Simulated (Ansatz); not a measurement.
I need a band structure of CaZn₂Sb₂, space group P-3m1. Use the Ansatz DFT code, driven from Python. Level of theory: PBEsol, PAW, cutoff 470 eV, 5×5×3 k-points, cold smearing of 0.05 eV.

The script reads `cazn2sb2.xyz`:
```text
5
Lattice="4.441 0.0 0.0 -2.2205 3.84601882 0.0 0.0 0.0 7.464" Properties=species:S:1:pos:R:3 pbc="T T T"
Ca    0.00000000    0.00000000    0.00000000
Zn   -0.00000000    2.56401255    4.70754480
Zn    2.22050000    1.28200627    2.75645520
Sb   -0.00000000    2.56401255    1.91899440
Sb    2.22050000    1.28200627    5.54500560
```

Script `bands.py`:
```python
# -*- coding: utf-8 -*-
"""Bands of CaZn2Sb2 along a path through the zone."""

import ansatz as az
import numpy as np

crystal = az.Crystal.from_extxyz("cazn2sb2.xyz")

# high-symmetry points in fractions of the reciprocal vectors
path = [
    ("G", (0.0, 0.0, 0.0)),
    ("M", (0.5, 0.0, 0.0)),
    ("K", (0.33333, 0.33333, 0.0)),
    ("G", (0.0, 0.0, 0.0)),
    ("A", (0.0, 0.0, 0.5)),
    ("L", (0.5, 0.0, 0.5)),
    ("H", (0.33333, 0.33333, 0.5)),
    ("A", (0.0, 0.0, 0.5)),
]
model = (
    crystal.calculation()
    .functional("PBEsol")
    .basis(470)
    .kpoints(5, 5, 3)
    .occupations("Marzari-Vanderbilt", width=0.05)
    .scf(max_iterations=65)
    .band_structure([point for _, point in path], intervals=4)
    .scf(extra_bands=8)
)
done = model.run()
data = done.report

print("%-22s %14.5f eV" % ("F = E - TS", data["free_energy_ev"]))
print("%-22s %14.5f eV" % ("E", data["internal_energy_ev"]))
print("%-22s %14.5f eV" % ("Harris-Foulkes", data["harris_foulkes_ev"]))
print("%-22s %14.5f eV" % ("Fermi level", data["fermi_energy_ev"]))

bands = done.band_structure()
fermi = bands.fermi_energy_ev
print(f"zero of the bands: {fermi:.3f} eV, the Fermi level found on the SCF mesh")
for spin, channel in enumerate(bands.channels):
    print("channel", spin, "- computed levels within 4 eV of the Fermi level")
    for i, (label, _) in enumerate(path):
        levels = channel.eigenvalues_ev[i * 4] - fermi
        print(f"  {label:3s}", " ".join(f"{e:7.3f}" for e in levels if abs(e) < 4))
```

Output of `python bands.py`:
```text
F = E - TS               -21173.83930 eV
E                        -21173.83951 eV
Harris-Foulkes           -21173.83930 eV
Fermi level                   8.76317 eV
zero of the bands: 8.763 eV, the Fermi level found on the SCF mesh
channel 0 - computed levels within 4 eV of the Fermi level
  G    -1.310  -1.310  -0.187   0.083   0.116   0.116   1.188   1.715   2.072   2.072   2.738   2.738   3.482
  M    -3.188  -2.361  -2.278  -1.396   0.152   2.090   2.145   3.471   3.530   3.598
  K    -2.546  -2.546  -2.390   1.813   2.363   2.363   3.140   3.151   3.151
  G    -1.310  -1.310  -0.187   0.083   0.116   0.116   1.188   1.715   2.072   2.072   2.738   2.738   3.482
  A    -3.967  -2.399  -0.782  -0.782  -0.745  -0.745  -0.018   1.511   2.090   2.090   2.943   3.661   3.661   3.686
  L    -2.525  -2.425  -1.275  -1.270   0.781   0.839   1.302   1.632   2.903   3.602   3.624
  H    -3.762  -3.078  -1.771  -1.771   1.240   1.240   2.893   3.538   3.538   3.689
  A    -3.967  -2.399  -0.782  -0.782  -0.745  -0.745  -0.018   1.511   2.090   2.090   2.943   3.661   3.661   3.686
```

Notes:
- Total energies depend on the potentials; only differences at equal settings carry meaning. A total without «per atom» is that of the cell as typed.
- The negative TS is no error: cold and Methfessel-Paxton smearing have a generalised entropy.
- The computed bands are complete only to about 3.5 eV above the Fermi level.
- For a metal this k-point mesh is coarse: on a finer one energies can move by several to tens of meV an atom and pressures by half a GPa or more, differences at one mesh by less.
- The zero of the levels is a convention of the potentials, so an absolute Fermi energy is no work function.
- The structure is a deposited one; some such entries were measured under pressure or heat, so a shift against it needn't be the functional's error alone.
- Levels are Kohn-Sham eigenvalues on this mesh, without spin-orbit coupling.
- The whole script took 10 s on 1 thread of Arm Neoverse V1, on a shared host, peak memory 0.46 GiB.

(A comment or docstring line of the script was reworded after the run, the code is as it ran; lines on the test bed's own set-up are left out of the output.)
